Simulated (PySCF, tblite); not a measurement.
# Si₅H₁₂O₃, a small molecule taken as a stand-in for a surface group (silica-backed Si): NMR shifts, core binding energies and electronic excitations

Wanted: the NMR shifts, core binding energies and electronic excitations for `[SiH3]O[Si]([SiH3])(O[SiH3])O[SiH3]`.

Computed with tblite 0.8.0 and PySCF 2.14.0; each step states its level. No surroundings beyond the atoms listed, unless a continuum is named. Atoms count from 0, parts from 1.

### Step 1. The system as given

20 atoms, charge 0, multiplicity 1; geometry: distance geometry start.

### Step 2. Relaxing the cluster with GFN2-xTB

What the job is given:

```
{"job": {"kind": "relax", "xc": "GFN2-xTB", "basis": "xTB"}, "charge": 0, "multiplicity": 1}
Si     0.627843     2.172743     4.066386
O      1.159348     2.135962     2.346045
Si     0.565722     0.980183     1.129441
O     -0.914350     0.223116     1.709124
Si    -2.464922     1.014176     1.954541
O      0.205625     1.862463    -0.377904
Si    -0.342636     1.136256    -1.892142
Si     2.121836    -0.556165     0.753575
H     -0.228544     1.037550     4.290985
H     -0.055858     3.345564     4.334283
H      1.751062     2.065230     4.889548
H     -3.156275     0.390448     3.012107
H     -2.241677     2.388864     2.288910
H     -3.229987     0.950543     0.756587
H     -0.748728     2.156957    -2.778691
H     -1.438345     0.294933    -1.579291
H      0.695708     0.353172    -2.464436
H      1.568174    -1.622000     0.025124
H      3.203372     0.047098     0.004207
H      2.633757    -1.013396     2.010984
```

Method: GFN2-xTB geometry optimisation, gas phase.

Run with:

```bash
$ OMP_NUM_THREADS=1 python cluster_run.py task.json out
```

The driver reads the jobs from task.json and runs them one after another.

**Question.** The jobs that follow are: PBE0-D3(BJ)/def2-SVP geometry optimisation, gas phase; GIAO PBE0/pcSseg-1 NMR shielding, non-relativistic, gas phase; delta-SCF UKS SCAN, pcX-2 on the ionised atom, pcseg-1 elsewhere, spin-free X2C; TDDFT CAM-B3LYP/def2-SVPD, vertical, gas phase, core orbitals frozen in the response. Predict: rotational constants (main isotopes); 1H shifts against TMS (PBE0/pcSseg-1, means over atoms taken as alike); 29Si shifts against TMS (PBE0/pcSseg-1); 17O shifts against H2O (PBE0/pcSseg-1); O1s binding energies, SCAN/pcX-2; Si2p binding energies, SCAN/pcX-2 (standing for 2 of 5 atoms); lowest singlet (CAM-B3LYP/def2-SVPD); brightest single state of those computed; lowest triplet; vertical ionisation energy (ΔSCF).

As calculated:

| quantity | value |
| --- | --- |
| rotational constants (main isotopes) | 0.70, 0.61, 0.61 GHz |
| 1H shifts against TMS (PBE0/pcSseg-1, means over atoms taken as alike) | 5.28, 5.27, 5.26, 5.19, 5.18, 5.18, 5.01, 4.99, 3.26, 3.25, 3.25 ppm |
| 29Si shifts against TMS (PBE0/pcSseg-1) | -39.1, -39.2, -39.4, -50.3, -112.4 ppm |
| 17O shifts against H2O (PBE0/pcSseg-1) | 69.6, 69.5, 67.9 ppm |
| O1s binding energies, SCAN/pcX-2 | O3 537.80, O5 537.80, O1 537.79 eV |
| Si2p binding energies, SCAN/pcX-2 (standing for 2 of 5 atoms) | Si2 108.07, Si7 106.73 eV |
| lowest singlet (CAM-B3LYP/def2-SVPD) | 7.44 eV (167 nm), f = 0.016 |
| brightest single state of those computed | state 4, 7.69 eV, f = 0.139 |
| lowest triplet | 6.83 eV |
| vertical ionisation energy (ΔSCF) | 10.39 eV |

What this shows: Relaxing lowered the energy by 0.531 eV in 13 steps; the close pair that moved most is Si2–O3, from 1.574 to 1.651 Å (PBE0/def2-SVP). The O1s levels computed lie within 0.01 eV of one another, too close to rank. The Si2p levels kept as sound span 1.34 eV, from Si7 (silicon bonded to Si, 3 H) up to Si2 (silicon bonded to 3 O, Si). Only 2 of the 5 Si atoms are covered by sound results. The first singlet state (HOMO−1→LUMO 0.53, HOMO→LUMO 0.24) lies at 7.44 eV and is weak; of the 6 states computed, the strongest absorption comes from state 4 at 7.69 eV. The lowest triplet lies 0.62 eV below the lowest singlet (triplets in Tamm-Dancoff, singlets in full TDDFT). ΔSCF puts the ionisation energy at 10.39 eV, 0.61 eV above −ε(HOMO). A capped cluster stands for the solid here, so long-range fields and strain are missing, and bands or shifts of the capping hydrogens have no counterpart in it.
